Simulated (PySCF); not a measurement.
# CH7FGeSi: electronic excitations and core binding energies

Wanted: the electronic excitations and core binding energies of CH7FGeSi (`[CH3][GeH2][SiH2]F`), by calculation.

Computed with PySCF 2.14.0, with density-fitted response routines of our own, on a single molecule in the gas phase. Atoms are numbered from 0 throughout.

## 1. Starting geometry

11 atoms, charge 0, multiplicity 1; geometry from: GFN2-xTB.

Bonds of the start (Å): C0–Ge1 1.97, Ge1–Si2 2.33, Si2–F3 1.61, C0–H4 1.09, C0–H5 1.09, C0–H6 1.09, Ge1–H7 1.51, Ge1–H8 1.51, Si2–H9 1.46, Si2–H10 1.46.

## 2. Ultraviolet spectrum: wB97X-D/def2-SVPD

The job: settings as JSON, then the geometry in Å.

```
{"job": {"kind": "uv", "xc": "wB97X-D", "basis": "def2-SVPD", "nstates": 8, "ntriplets": 3}, "charge": 0, "multiplicity": 1}
C     -1.702301     0.245445     0.578784
Ge    -0.274762    -0.632045    -0.460266
Si     1.810922     0.367302    -0.150711
F      2.949314    -0.702649    -0.537055
H     -1.762529     1.304550     0.338037
H     -1.512742     0.157275     1.646267
H     -2.672298    -0.199105     0.373036
H     -0.304686    -2.100571    -0.109376
H     -0.719613    -0.634445    -1.904187
H      2.113611     0.703607     1.235842
H      2.080510     1.493308    -1.036334
```

Level: TDDFT wB97X-D/def2-SVPD, vertical, gas phase, core orbitals frozen in the response.

Command:

```bash
$ OMP_NUM_THREADS=1 python probes_run.py task.json out
```

The driver reads the jobs from task.json and runs them one after another.

**Question.** This job is followed by: delta-SCF UKS SCAN, pcX-2 on the ionised atom, pcseg-1 elsewhere, spin-free X2C. Predict these results of the whole session: lowest singlet (wB97X-D/def2-SVPD); brightest single state of those computed; lowest triplet; C1s binding energies, SCAN/pcX-2; Si1s binding energies, SCAN/pcX-2; Si2p binding energies, SCAN/pcX-2; F1s binding energies, SCAN/pcX-2.

As calculated:

```
                                quantity                        value
      lowest singlet (wB97X-D/def2-SVPD)  6.44 eV (192 nm), f = 0.023
brightest single state of those computed  state 7, 8.43 eV, f = 0.299
                          lowest triplet                      5.77 eV
        C1s binding energies, SCAN/pcX-2                 C0 290.34 eV
       Si1s binding energies, SCAN/pcX-2               Si2 1847.48 eV
       Si2p binding energies, SCAN/pcX-2                Si2 107.89 eV
        F1s binding energies, SCAN/pcX-2                 F3 692.05 eV
```

The lowest singlet, at 6.44 eV, is HOMO→LUMO 0.93 and is weak; of the 8 states computed, the strongest absorption comes from state 7 at 8.43 eV. The lowest triplet lies 0.67 eV below the lowest singlet (triplets in Tamm-Dancoff, singlets in full TDDFT).
